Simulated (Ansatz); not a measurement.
# AlCd under changes of volume

One of the cells (19.551 Å³/atom); the others are scaled copies at fixed shape and fractional positions:

```xyz
2
Lattice="1.8947 1.0939 3.1444 -1.8947 1.0939 3.1444 0.0000 -2.1878 3.1444" Properties=species:S:1:pos:R:3 pbc="T T T"
Al    0.0000    0.0000    4.7166
Cd    0.0000    0.0000    0.0000
```

The cell was built by a generator and needn't be a form met in nature.

```yaml
Program: Ansatz 0.2.0
Functional: PBE
Potentials_or_basis: all-electron LAPW, scalar-relativistic
Cutoff: 242 eV (chosen from the basis error)
Basis_error_allowed: 0.0005 eV/atom
k_mesh: 9 × 9 × 9
Occupations: fermi-dirac, width 0.05 eV
Spin: no spin polarisation
```

| volume (Å³/atom) | energy over the lowest point (meV/atom) | pressure (GPa) |
| --- | --- | --- |
| 18.378 | 162.84 | 17.3 |
| 18.769 | 123.64 | 14.9 |
| 19.160 | ? | ? |
| 19.551 | 61.22 | 10.9 |
| 19.942 | 36.95 | 9.1 |
| 20.333 | 16.69 | 7.6 |
| 20.724 | 0.00 | 6.2 |

**Question.** What does the run at 19.160 Å³/atom give?

**Answer.** Energy over the lowest point 89.94 meV/atom; pressure 12.8 GPa.

Worked out: A Birch-Murnaghan fit of order 3 (a polynomial in V^(-2/3)) to the other rows has no minimum within the range. It gives 89.95 meV/atom at 19.160 Å³/atom, against the run's 89.94, and -dE/dV = 12.7 GPa, against 12.8.

Energies are extrapolated to zero smearing.
